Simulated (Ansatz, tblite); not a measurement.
**SbH2(iPr) (C3H9Sb): a ladder of methods and basis sets**

Aim: run the singlet of SbH2(iPr) (C3H9Sb) at one geometry on many levels, and compare frontier levels, spin and run time.

The runs use Ansatz 0.2.0, Gaussian basis; as each input shows.

The runs, in order: GFN1-xTB, GFN2-xTB, PBE-D4/def2-TZVP, r2SCAN-D4/def2-TZVP, B97M-V/def2-TZVP, ωB97X-V/def2-TZVP, revPBE-D4/def2-TZVP, LDA/def2-TZVP, BHLYP-D4/def2-TZVP, r2SCANh-D4/def2-TZVP, ωB97M-V/def2-TZVP, PBE-D4/def2-SVP, PBE0-D4/def2-SVP, CCSD(T)/def2-TZVP, RPA/def2-TZVP.

**1. The geometry**

The geometry is that of the singlet, from an earlier relaxation (r2SCAN-D4/def2-SVP).

13 atoms, charge 0, spin multiplicity 1.

Bond lengths: Sb1–H2 1.721 Å, Sb1–H3 1.721 Å, Sb1–C4 2.221 Å, C4–C5 1.524 Å, C4–C6 1.524 Å, C4–H7 1.103 Å, C5–H8 1.102 Å, C5–H9 1.104 Å, C5–H10 1.105 Å, C6–H11 1.105 Å, C6–H12 1.102 Å, C6–H13 1.104 Å. Angles: H2–Sb1–H3 90.7°, H2–Sb1–C4 93.0°, H3–Sb1–C4 93.0°, Sb1–C4–C5 109.8°, Sb1–C4–C6 109.8°, Sb1–C4–H7 105.2°, C5–C4–C6 112.4°, C5–C4–H7 109.7°, C6–C4–H7 109.7°, C4–C5–H8 112.3°, C4–C5–H9 111.6°, C4–C5–H10 110.6°, H8–C5–H9 107.8°, H8–C5–H10 107.4°, H9–C5–H10 107.0°, C4–C6–H11 110.6°, C4–C6–H12 112.3°, C4–C6–H13 111.6° and more.

Sb takes a core potential in the def2 sets. No spin-orbit coupling is included.

PBE0-D4/def2-TZVP was run before; its log isn't repeated, and its numbers join the tables.

**2. GFN1-xTB**

Tight binding, by tblite at 300 K electronic temperature and without a spin-polarisation term:

```python
tblite.interface.Calculator('GFN1-xTB', numbers, positions, charge=0, uhf=0).singlepoint()
```

Energy -372.9507 eV, HOMO -10.98 eV, LUMO -5.92 eV; 0.018 s.

**3. GFN2-xTB**

Tight binding, by tblite at 300 K electronic temperature and without a spin-polarisation term:

```python
tblite.interface.Calculator('GFN2-xTB', numbers, positions, charge=0, uhf=0).singlepoint()
```

Energy -359.0384 eV, HOMO -9.96 eV, LUMO -5.63 eV; 0.011 s.

**4. PBE-D4/def2-TZVP**

start.molden holds the orbitals of an earlier run on this state, given as this run's starting guess.

The input, in.yaml:

```yaml
crystal:
  periodic: [false, false, false]
  atoms:
    - {symbol: Sb, position_ang: [0.954572, 1.675057, 0.868878]}
    - {symbol: H, position_ang: [2.383506, 1.636199, -0.088842]}
    - {symbol: H, position_ang: [0.272602, 2.875103, -0.158418]}
    - {symbol: C, position_ang: [0.013719, 0.009025, -0.258134]}
    - {symbol: C, position_ang: [-1.484264, -0.023967, 0.023038]}
    - {symbol: C, position_ang: [0.699901, -1.305902, 0.094260]}
    - {symbol: H, position_ang: [0.187080, 0.245287, -1.321212]}
    - {symbol: H, position_ang: [-1.984729, 0.914535, -0.264858]}
    - {symbol: H, position_ang: [-1.693414, -0.202668, 1.091936]}
    - {symbol: H, position_ang: [-1.967277, -0.842199, -0.541583]}
    - {symbol: H, position_ang: [0.248265, -2.142625, -0.469226]}
    - {symbol: H, position_ang: [1.775984, -1.292760, -0.142397]}
    - {symbol: H, position_ang: [0.594054, -1.545096, 1.166548]}
basis:
  gaussian: {orbitals: def2-TZVP, initial_orbitals: start.molden}
hamiltonian: {xc: pbe, dispersion: d4}
scf: {omitted_lower_state_checks: [starts]}
output: {orbitals: {seedname: orbitals}}
```

Launch:

```console
$ ansatz run in.yaml --threads 4 --pin off --events-out ev --progress --plain --max-ram 3916MiB
```

Further steps of the session: r2SCAN-D4/def2-TZVP; B97M-V/def2-TZVP; ωB97X-V/def2-TZVP; revPBE-D4/def2-TZVP; LDA/def2-TZVP; BHLYP-D4/def2-TZVP; r2SCANh-D4/def2-TZVP; ωB97M-V/def2-TZVP; PBE-D4/def2-SVP; PBE0-D4/def2-SVP; CCSD(T)/def2-TZVP; RPA/def2-TZVP.

**Question.** What will the summary of the whole plan be? Wanted: gap in def2-TZVP, named functionals, smallest and largest; correlation energy, CCSD(T)/def2-TZVP; binding an atom, CCSD(T)/def2-TZVP; PBE0 total energy, smallest basis above largest.

As calculated:

```
                                                 quantity                              value
gap in def2-TZVP, named functionals, smallest and largest  4.69 eV (LDA), 10.54 eV (ωB97X-V)
                    correlation energy, CCSD(T)/def2-TZVP                          -25.71 eV
                       binding an atom, CCSD(T)/def2-TZVP                           3.477 eV
          PBE0 total energy, smallest basis above largest      3.69 eV (def2-SVP, def2-TZVP)
```

In words: Orbital gaps of the named functionals in def2-TZVP span 4.69 eV (LDA) to 10.54 eV (ωB97X-V); exact exchange widens it. The functionals in def2-TZVP miss CCSD(T)/def2-TZVP by +0.060 (BHLYP-D4) to +0.614 eV (LDA) an atom. The reference is CCSD(T) in one finite basis, so it carries an error of its own, often a tenth of an eV or more, and near misses can't be ranked.
